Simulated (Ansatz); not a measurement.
# TiNi: the cost of one run

Computed with Ansatz 0.2.0 (DFT, LDA, all-electron LAPW, scalar-relativistic, unless a step's input says otherwise).

## 1. The structure to begin with

It takes space group P4/mmm (No. 123, tetragonal). The conventional cell has a = 2.736 Å, b = 2.736 Å, c = 3.581 Å, α = 90.00°, β = 90.00°, γ = 90.00°. Around Ti (site symmetry 4/mmm) lie 8 Ni at 2.64 Å and 4 Ti at 2.74 Å. Around Ni (site symmetry 4/mmm) lie 8 Ti at 2.64 Å and 4 Ni at 2.74 Å.

As a file:

```xyz
2
Lattice="2.7358 0.0000 0.0000 0.0000 2.7358 0.0000 0.0000 0.0000 3.5814" Properties=species:S:1:pos:R:3 pbc="T T T"
Ti    1.3679    1.3679    1.7907
Ni    0.0000    0.0000    0.0000
```

In patterns such as +-, the signs follow the magnetic atoms in the order of the input.

Atoms are numbered in the order of the input: Ti1, Ni2.

## 2. Parallel moments on spinors, LAPW

File input.yaml:

```yaml
crystal:
  lattice:
    - [2.735803, 0.0, 0.0]
    - [0.0, 2.735803, 0.0]
    - [0.0, 0.0, 3.58141]
  atoms:
    - { symbol: Ti, position: [0.5, 0.5, 0.5], spin: 1.0, spin_axis: [0.0, 0.0, 1.0] }
    - { symbol: Ni, position: [0.0, 0.0, 0.0], spin: 1.5, spin_axis: [0.0, 0.0, 1.0] }
magnetization:
  noncollinear: true
kpoints:
  mp_grid: { grid: [12, 12, 9] }
scf:
  occupations: { method: fermi_dirac, width: 0.08 }
  lower_state_search: "off"
hamiltonian:
  xc: lda
  pseudopotentials: { kind: all_electron, lapw: { basis_error: 0.001 } }
output:
  eigenvalues: false
```

On the command line:

```sh
> ansatz run input.yaml --threads 2 --pin off --max-ram 4096MiB --backend cpu --events-out ev --progress --plain --runs-dir out
```

What time and memory should one allow on 2 threads of Intel Xeon 6975P-C (Granite Rapids), shared host?

About 90 s, with a peak of 0.91 GiB.
